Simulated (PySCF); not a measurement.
# C₃H₅PSSi: electronic excitations and core binding energies

What electronic excitations and core binding energies should C₃H₅PSSi (`[SiH3]c1pccs1`) show?

The runs use PySCF 2.14.0, with density-fitted response routines of our own; the level of theory stands in each step. All values are computed, except where a source is named. Atoms are numbered from 0 throughout.

## (1) The molecule as given

11 atoms, charge 0, multiplicity 1; geometry from: GFN2-xTB.

Bonds of the start (Å): Si0–C1 1.88, C1–P2 1.72, P2–C3 1.77, C3–C4 1.35, C4–S5 1.71, S5–C1 1.73, Si0–H6 1.47, Si0–H7 1.46, Si0–H8 1.46, C3–H9 1.08, C4–H10 1.08.

## (2) Excited states and response: PBE0/def2-SVPD

Job settings and geometry (Å):

```
{"job": {"kind": "uv", "xc": "PBE0", "basis": "def2-SVPD", "nstates": 8, "ntriplets": 3}, "charge": 0, "multiplicity": 1}
Si    -2.293822    -0.004953     0.073200
C     -0.412624    -0.086957     0.026466
P      0.540045    -1.449459     0.459796
C      2.074618    -0.631988     0.144851
C      2.013715     0.648741    -0.283509
S      0.449592     1.324911    -0.467582
H     -2.697937     0.915778     1.138961
H     -2.768682    -1.361323     0.330017
H     -2.768831     0.505725    -1.214640
H      3.017216    -1.136952     0.287838
H      2.852135     1.279147    -0.521362
```

Method: TDDFT PBE0/def2-SVPD, vertical, gas phase, core orbitals frozen in the response.

Run with:

```
$ OMP_NUM_THREADS=1 python probes_run.py task.json out
```

The driver reads the jobs from task.json and runs them one after another.

Log:

```text
coarse grid: 11232 points
cycle   1  E = -1145.2724418960  dE =  7.804e-01  |g| = 2.894e-01  |ddm| = 5.233e+00
cycle   2  E = -1145.2475845299  dE =  2.486e-02  |g| = 4.109e-01  |ddm| = 1.321e+00
cycle   3  E = -1145.2946394620  dE = -4.705e-02  |g| = 5.689e-02  |ddm| = 8.059e-01
cycle   4  E = -1145.2952925811  dE = -6.531e-04  |g| = 3.270e-02  |ddm| = 1.506e-01
cycle   5  E = -1145.2955855310  dE = -2.929e-04  |g| = 8.801e-03  |ddm| = 7.547e-02
cycle   6  E = -1145.2956071616  dE = -2.163e-05  |g| = 3.638e-03  |ddm| = 2.066e-02
cycle   7  E = -1145.2956112077  dE = -4.046e-06  |g| = 8.689e-04  |ddm| = 6.645e-03
final grid: 96088 points
cycle   8  E = -1145.4218945912  dE = -6.404e-06  |g| = 9.013e-03  |ddm| = 6.554e-02
cycle   9  E = -1145.4218606177  dE =  3.397e-05  |g| = 1.427e-02  |ddm| = 3.181e-02
cycle  10  E = -1145.4219158511  dE = -5.523e-05  |g| = 1.603e-03  |ddm| = 2.156e-02
cycle  11  E = -1145.4219165328  dE = -6.817e-07  |g| = 4.848e-04  |ddm| = 3.112e-03
cycle  12  E = -1145.4219166062  dE = -7.338e-08  |g| = 7.812e-05  |ddm| = 1.076e-03
cycle  13  E = -1145.4219166079  dE = -1.734e-09  |g| = 1.726e-05  |ddm| = 2.024e-04
cycle  14  E = -1145.4219166080  dE = -6.298e-11  |g| = 1.073e-05  |ddm| = 4.684e-05
converged SCF energy = -1145.4219166080

Static polarisability (au): isotropic 102.904, principal 70.188 112.465 126.058

Singlet excitations
state   eV       nm        f      main configurations
  1   4.8629    255.0   0.13840   H->L 0.90
  2   4.9905    248.4   0.00546   H-2->L 0.98
  3   5.0637    244.8   0.05106   H-1->L 0.86, H->L+1 0.10
  4   5.6895    217.9   0.00028   H->L+2 0.94
  5   6.1177    202.7   0.14623   H->L+1 0.78, H-1->L 0.09
  6   6.2314    199.0   0.00181   H-1->L+2 0.92
  7   6.3635    194.8   0.00248   H-3->L 0.91
  8   6.4492    192.2   0.00147   H->L+3 0.71, H-2->L+1 0.19

Triplet excitations (Tamm-Dancoff, eV): 3.0383 3.9749 4.2207
```

Run time: 19 s. Hardware: 1 thread of Arm Neoverse V1, shared host; peak memory 0.7 GiB.

The orbitals next to the gap, with their largest atomic shares:

```
orbital     eV                       atoms
 HOMO−3  -9.56  C1 29 %, Si0 22 %, P2 13 %
 HOMO−2  -8.00   P2 62 %, S5 12 %, C3 10 %
 HOMO−1  -7.64   C3 28 %, S5 26 %, C4 18 %
   HOMO  -7.06   P2 30 %, C1 28 %, S5 16 %
   LUMO  -1.66   P2 29 %, C1 26 %, S5 20 %
 LUMO+1  -0.12   C3 28 %, C4 23 %, P2 20 %
 LUMO+2  -0.02  S5 38 %, Si0 14 %, P2 14 %
```

With each of the 8 states as a Gaussian band of 0.4 eV half-width at 1/e, the curve within the window shown has maxima at 253 nm (ε 7,500), 203 nm (ε 6,100) L/(mol cm). Beyond the last state computed it falls off for lack of states. The curve at chosen wavelengths:

(nm, ε (L/mol/cm)): (184, 577), (188, 1491), (193, 3382), (197, 4998), (201, 5984), (205, 5934), (210, 4664), (214, 3319), (218, 2226), (223, 1612), (227, 1795), (231, 2507), (235, 3606), (240, 5204), (244, 6366), (248, 7184), (252, 7519), (257, 7223), (261, 6516), (265, 5549), (270, 4217), (274, 3209), (278, 2338), (282, 1638), (287, 997), (291, 647)

Further results of this job:

```
           property  computed
  dipole moment (D)      1.33
polarisability (Å³)     15.25
 HOMO–LUMO gap (eV)      5.41
      −ε(HOMO) (eV)      7.06
```

## (3) X-ray photoelectron lines: SCAN, X2C

Same as in step 2 but for these lines:

```diff
@@ -1,2 +1,2 @@
-{"job": {"kind": "uv", "xc": "PBE0", "basis": "def2-SVPD", "nstates": 8, "ntriplets": 3}, "charge": 0, "multiplicity": 1}
+{"job": {"kind": "xps"}, "charge": 0, "multiplicity": 1}
 Si    -2.293822    -0.004953     0.073200
```

Method: delta-SCF UKS SCAN, pcX-2 on the ionised atom, pcseg-1 elsewhere, spin-free X2C.

Log:

```text
ground state, core basis on atom 0 (Si), 163 functions
  cycle   1  E = -1148.62070034  |g| = 4.17e-01
  cycle   2  E = -1148.51083325  |g| = 7.26e-01
  cycle   3  E = -1148.66466460  |g| = 1.16e-01
  cycle   4  E = -1148.66706608  |g| = 7.43e-02
  cycle   5  E = -1148.66866838  |g| = 2.07e-02
  cycle   6  E = -1148.66876076  |g| = 1.27e-02
  cycle   7  E = -1148.66880973  |g| = 2.99e-03
  cycle   8  E = -1148.66881436  |g| = 8.06e-04
  cycle   9  E = -1148.66881561  |g| = 1.94e-04
  E(ground) = -1148.70095481 Eh
hole in Si 1s of atom 0
  cycle   1  E = -1079.74038028  |g| = 4.35e+00
  cycle   2  E = -1077.76544144  |g| = 2.63e+00
  cycle   3  E = -1069.97304186  |g| = 3.15e+00
  cycle   4  E = -1080.67503556  |g| = 4.52e-01
  cycle   5  E = -1080.63238924  |g| = 5.35e-01
  cycle   6  E = -1080.79468468  |g| = 1.08e-01
  cycle   7  E = -1080.80052412  |g| = 5.64e-02
  cycle   8  E = -1080.80194391  |g| = 2.57e-02
  cycle   9  E = -1080.80229802  |g| = 7.75e-03
  cycle  10  E = -1080.80231324  |g| = 6.21e-03
  cycle  11  E = -1080.80234282  |g| = 9.17e-04
  cycle  12  E = -1080.80234388  |g| = 2.55e-04
  E(ion) = -1080.84259894 Eh   <S^2> = 0.7523   hole on atom = 1.000   binding energy = 1846.520 eV
hole in Si 2p of atom 0
  cycle   1  E = -1144.39762566  |g| = 1.24e+00
  cycle   2  E = -1143.29687331  |g| = 1.53e+00
  cycle   3  E = -1144.25541286  |g| = 8.14e-01
  cycle   4  E = -1144.66156306  |g| = 3.25e-01
  cycle   5  E = -1144.70864534  |g| = 1.68e-01
  cycle   6  E = -1144.72340606  |g| = 5.91e-02
  cycle   7  E = -1144.72540934  |g| = 2.11e-02
  cycle   8  E = -1144.72567124  |g| = 1.00e-02
  cycle   9  E = -1144.72572919  |g| = 5.41e-03
  cycle  10  E = -1144.72574978  |g| = 9.95e-04
  cycle  11  E = -1144.72575116  |g| = 5.25e-04
  cycle  12  E = -1144.72575206  |g| = 5.18e-04
  cycle  13  E = -1144.72575195  |g| = 1.40e-04
  E(ion) = -1144.76919345 Eh   <S^2> = 0.7522   hole on atom = 1.002   binding energy = 106.989 eV
  2p3/2 = 106.771 eV   2p1/2 = 107.394 eV
ground state, core basis on atom 1 (C), 152 functions
  cycle   1  E = -1148.57700670  |g| = 6.08e-02
  cycle   2  E = -1148.57702357  |g| = 2.35e-02
  cycle   3  E = -1148.57694222  |g| = 2.94e-02
  cycle   4  E = -1148.57713345  |g| = 1.15e-02
  cycle   5  E = -1148.57717143  |g| = 3.32e-03
  cycle   6  E = -1148.57717604  |g| = 2.88e-04
  E(ground) = -1148.65077908 Eh
hole in C 1s of atom 1
  cycle   1  E = -1137.29133126  |g| = 1.53e+00
  cycle   2  E = -1135.39080625  |g| = 2.44e+00
  cycle   3  E = -1137.66939307  |g| = 6.49e-01
  cycle   4  E = -1137.64301065  |g| = 6.38e-01
  cycle   5  E = -1137.89235887  |g| = 1.80e-01
  cycle   6  E = -1137.90624130  |g| = 7.08e-02
  cycle   7  E = -1137.90805209  |g| = 5.31e-02
  cycle   8  E = -1137.91021643  |g| = 9.18e-03
  cycle   9  E = -1137.91028884  |g| = 5.18e-03
  cycle  10  E = -1137.91033323  |g| = 3.88e-03
  cycle  11  E = -1137.91037194  |g| = 2.46e-03
  cycle  12  E = -1137.91040273  |g| = 1.35e-03
  cycle  13  E = -1137.91041084  |g| = 7.20e-04
  cycle  14  E = -1137.91041421  |g| = 2.75e-04
  E(ion) = -1137.98427269 Eh   <S^2> = 0.8125   hole on atom = 1.000   binding energy = 290.250 eV
ground state, core basis on atom 2 (P), 163 functions
  cycle   1  E = -1148.69192915  |g| = 3.40e-01
  cycle   2  E = -1148.69034413  |g| = 7.73e-02
  cycle   3  E = -1148.68043408  |g| = 1.92e-01
  cycle   4  E = -1148.69217941  |g| = 2.59e-02
  cycle   5  E = -1148.69237434  |g| = 6.79e-03
  cycle   6  E = -1148.69238677  |g| = 1.96e-03
  cycle   7  E = -1148.69239045  |g| = 6.14e-04
  cycle   8  E = -1148.69238735  |g| = 2.07e-04
  E(ground) = -1148.73554998 Eh
hole in P 1s of atom 2
  cycle   1  E = -1068.53293995  |g| = 4.72e+00
  cycle   2  E = -1067.89026618  |g| = 2.51e+00
  cycle   3  E = -1064.51073529  |g| = 2.35e+00
  cycle   4  E = -1069.41486552  |g| = 6.44e-01
  cycle   5  E = -1069.48219731  |g| = 5.97e-01
  cycle   6  E = -1069.63944840  |g| = 3.12e-01
  cycle   7  E = -1069.69256130  |g| = 1.18e-01
  cycle   8  E = -1069.69967938  |g| = 3.41e-02
  cycle   9  E = -1069.70029214  |g| = 9.72e-03
  cycle  10  E = -1069.70035270  |g| = 3.07e-03
  cycle  11  E = -1069.70035418  |g| = 2.13e-03
  cycle  12  E = -1069.70035988  |g| = 6.16e-04
  cycle  13  E = -1069.70036038  |g| = 4.63e-04
  E(ion) = -1069.74437555 Eh   <S^2> = 0.7530   hole on atom = 1.000   binding energy = 2149.459 eV
hole in P 2p of atom 2
  cycle   1  E = -1143.27229842  |g| = 1.39e+00
  cycle   2  E = -1142.49000587  |g| = 1.62e+00
  cycle   3  E = -1143.22506930  |g| = 7.89e-01
  cycle   4  E = -1143.64032133  |g| = 2.49e-01
  cycle   5  E = -1143.66645449  |g| = 1.47e-01
  cycle   6  E = -1143.67805181  |g| = 3.65e-02
  cycle   7  E = -1143.67864742  |g| = 1.71e-02
  cycle   8  E = -1143.67871602  |g| = 1.35e-02
  cycle   9  E = -1143.67882858  |g| = 2.09e-03
  cycle  10  E = -1143.67883213  |g| = 9.94e-04
  cycle  11  E = -1143.67883759  |g| = 8.53e-04
  cycle  12  E = -1143.67883706  |g| = 5.38e-04
  cycle  13  E = -1143.67883996  |g| = 2.65e-04
  E(ion) = -1143.73238350 Eh   <S^2> = 0.7547   hole on atom = 1.002   binding energy = 136.143 eV
  2p3/2 = 135.919 eV   2p1/2 = 136.811 eV
ground state, core basis on atom 3 (C), 152 functions
  cycle   1  E = -1148.57572306  |g| = 7.66e-02
  cycle   2  E = -1148.57224264  |g| = 1.12e-01
  cycle   3  E = -1148.57591816  |g| = 4.62e-02
  cycle   4  E = -1148.57640238  |g| = 2.89e-02
  cycle   5  E = -1148.57664737  |g| = 4.47e-03
  cycle   6  E = -1148.57665199  |g| = 1.38e-03
  cycle   7  E = -1148.57665325  |g| = 3.44e-04
  E(ground) = -1148.65071354 Eh
hole in C 1s of atom 3
  cycle   1  E = -1137.31236535  |g| = 1.52e+00
  cycle   2  E = -1135.78851383  |g| = 2.22e+00
  cycle   3  E = -1137.57386712  |g| = 7.18e-01
  cycle   4  E = -1137.63553677  |g| = 6.43e-01
  cycle   5  E = -1137.90073265  |g| = 1.44e-01
  cycle   6  E = -1137.90761945  |g| = 8.22e-02
  cycle   7  E = -1137.91141379  |g| = 1.99e-02
  cycle   8  E = -1137.91164783  |g| = 6.52e-03
  cycle   9  E = -1137.91168549  |g| = 4.98e-03
  cycle  10  E = -1137.91171901  |g| = 3.31e-03
  cycle  11  E = -1137.91174185  |g| = 1.61e-03
  cycle  12  E = -1137.91174830  |g| = 6.99e-04
  cycle  13  E = -1137.91174861  |g| = 2.37e-04
  E(ion) = -1137.98607575 Eh   <S^2> = 0.7886   hole on atom = 1.000   binding energy = 290.200 eV
ground state, core basis on atom 4 (C), 152 functions
  cycle   1  E = -1148.57688081  |g| = 6.04e-02
  cycle   2  E = -1148.57645144  |g| = 4.69e-02
  cycle   3  E = -1148.57652851  |g| = 4.22e-02
  cycle   4  E = -1148.57699387  |g| = 1.09e-02
  cycle   5  E = -1148.57703715  |g| = 1.83e-03
  cycle   6  E = -1148.57703911  |g| = 9.08e-04
  cycle   7  E = -1148.57703889  |g| = 1.62e-04
  E(ground) = -1148.65133606 Eh
hole in C 1s of atom 4
  cycle   1  E = -1137.28351061  |g| = 1.52e+00
  cycle   2  E = -1135.32409408  |g| = 2.40e+00
  cycle   3  E = -1137.51193306  |g| = 7.65e-01
  cycle   4  E = -1137.56985205  |g| = 6.90e-01
  cycle   5  E = -1137.86697337  |g| = 1.75e-01
  cycle   6  E = -1137.87373368  |g| = 1.24e-01
  cycle   7  E = -1137.88459275  |g| = 4.13e-02
  cycle   8  E = -1137.88561232  |g| = 1.74e-02
  cycle   9  E = -1137.88580910  |g| = 5.61e-03
  cycle  10  E = -1137.88587555  |g| = 3.50e-03
  cycle  11  E = -1137.88592321  |g| = 2.03e-03
  cycle  12  E = -1137.88594531  |g| = 1.11e-03
  cycle  13  E = -1137.88594918  |g| = 6.06e-04
  cycle  14  E = -1137.88595133  |g| = 2.52e-04
  E(ion) = -1137.96036396 Eh   <S^2> = 0.8015   hole on atom = 1.000   binding energy = 290.916 eV
ground state, core basis on atom 5 (S), 163 functions
  cycle   1  E = -1148.72656252  |g| = 4.05e-01
  cycle   2  E = -1148.72610729  |g| = 5.74e-02
  cycle   3  E = -1148.72423265  |g| = 1.00e-01
  cycle   4  E = -1148.72696949  |g| = 6.56e-03
  cycle   5  E = -1148.72696959  |g| = 4.34e-03
  cycle   6  E = -1148.72697552  |g| = 1.16e-03
  cycle   7  E = -1148.72697466  |g| = 4.00e-04
  E(ground) = -1148.78628901 Eh
hole in S 1s of atom 5
  cycle   1  E = -1056.44027835  |g| = 5.08e+00
  cycle   2  E = -1054.39886884  |g| = 2.97e+00
  cycle   3  E = -1047.81591281  |g| = 3.29e+00
  cycle   4  E = -1057.60257001  |g| = 3.40e-01
  cycle   5  E = -1057.41553189  |g| = 6.61e-01
  cycle   6  E = -1057.65548374  |g| = 1.47e-01
  cycle   7  E = -1057.66762665  |g| = 5.02e-02
  cycle   8  E = -1057.66889395  |g| = 2.16e-02
  cycle   9  E = -1057.66916705  |g| = 2.16e-03
  cycle  10  E = -1057.66917098  |g| = 1.02e-03
  cycle  11  E = -1057.66917238  |g| = 5.48e-04
  cycle  12  E = -1057.66917205  |g| = 2.38e-04
  E(ion) = -1057.72015548 Eh   <S^2> = 0.7516   hole on atom = 1.000   binding energy = 2478.036 eV
hole in S 2p of atom 5
  cycle   1  E = -1141.99523865  |g| = 1.53e+00
  cycle   2  E = -1139.83956470  |g| = 2.25e+00
  cycle   3  E = -1141.52132937  |g| = 1.12e+00
  cycle   4  E = -1142.37860354  |g| = 3.43e-01
  cycle   5  E = -1142.39282076  |g| = 3.11e-01
  cycle   6  E = -1142.44240859  |g| = 1.19e-01
  cycle   7  E = -1142.45005325  |g| = 3.62e-02
  cycle   8  E = -1142.45067321  |g| = 1.24e-02
  cycle   9  E = -1142.45076963  |g| = 2.56e-03
  cycle  10  E = -1142.45077139  |g| = 2.10e-03
  cycle  11  E = -1142.45077412  |g| = 5.84e-04
  cycle  12  E = -1142.45077439  |g| = 3.13e-04
  E(ion) = -1142.51629956 Eh   <S^2> = 0.7544   hole on atom = 1.001   binding energy = 170.615 eV
  2p3/2 = 170.079 eV   2p1/2 = 171.314 eV
```

Run time: 68 s. Hardware: 1 thread of Arm Neoverse V1, shared host; peak memory 0.52 GiB.

The holes in one table. −ε is the ground-state orbital energy:

```
       hole  stands for                                          environment  ΔSCF (eV; 2p as the shell's mean)  −ε (eV)   ⟨S²⟩
Si1s on Si0         Si0                             silicon bonded to C, 3 H                            1846.52   1793.4  0.752
Si2p on Si0         Si0                             silicon bonded to C, 3 H                             106.98     96.3  0.752
  C1s on C1          C1  substituted aromatic carbon next to the ring sulfur                             290.25    274.7  0.813
  P1s on P2          P2       phosphorus bonded to 2 C, in a 5-membered ring                            2149.46   2092.7  0.753
  P2p on P2          P2       phosphorus bonded to 2 C, in a 5-membered ring                             136.22    125.7  0.755
  C1s on C3          C3                                          aromatic CH                             290.20    274.2  0.789
  C1s on C4          C4                  aromatic CH next to the ring sulfur                             290.92    275.0  0.802
  S1s on S5          S5                                 aromatic ring sulfur                            2478.04   2416.3  0.752
  S2p on S5          S5                                 aromatic ring sulfur                             170.49    159.3  0.754
```

With the spin-orbit splitting: Si0 2p3/2 106.77, 2p1/2 107.39 eV; P2 2p3/2 135.92, 2p1/2 136.81 eV; S5 2p3/2 170.08, 2p1/2 171.31 eV. The table gives each 2p level as the mean over the whole 2p shell (two parts 2p3/2, one part 2p1/2), which differs a little from the single hole in the log.

## (4) Outcome

| quantity | value |
| --- | --- |
| lowest singlet (PBE0/def2-SVPD) | 4.86 eV (255 nm), f = 0.138 |
| brightest single state of those computed | state 5, 6.12 eV, f = 0.146 |
| lowest triplet | 3.04 eV |
| C1s binding energies, SCAN/pcX-2 | C4 290.92, C1 290.25, C3 290.20 eV |
| Si1s binding energies, SCAN/pcX-2 | Si0 1846.52 eV |
| Si2p binding energies, SCAN/pcX-2 | Si0 106.98 eV |
| P1s binding energies, SCAN/pcX-2 | P2 2149.46 eV |
| P2p binding energies, SCAN/pcX-2 | P2 136.22 eV |
| S1s binding energies, SCAN/pcX-2 | S5 2478.04 eV |
| S2p binding energies, SCAN/pcX-2 | S5 170.49 eV |

**Reading.** The first singlet state (HOMO→LUMO 0.90) lies at 4.86 eV and is bright; of the 8 states computed, the strongest absorption comes from state 5 at 6.12 eV. The lowest triplet lies 1.82 eV below the lowest singlet (triplets in Tamm-Dancoff, singlets in full TDDFT). C4 (aromatic CH next to the ring sulfur) binds its C1s electron 0.72 eV more tightly than C3 (aromatic CH).
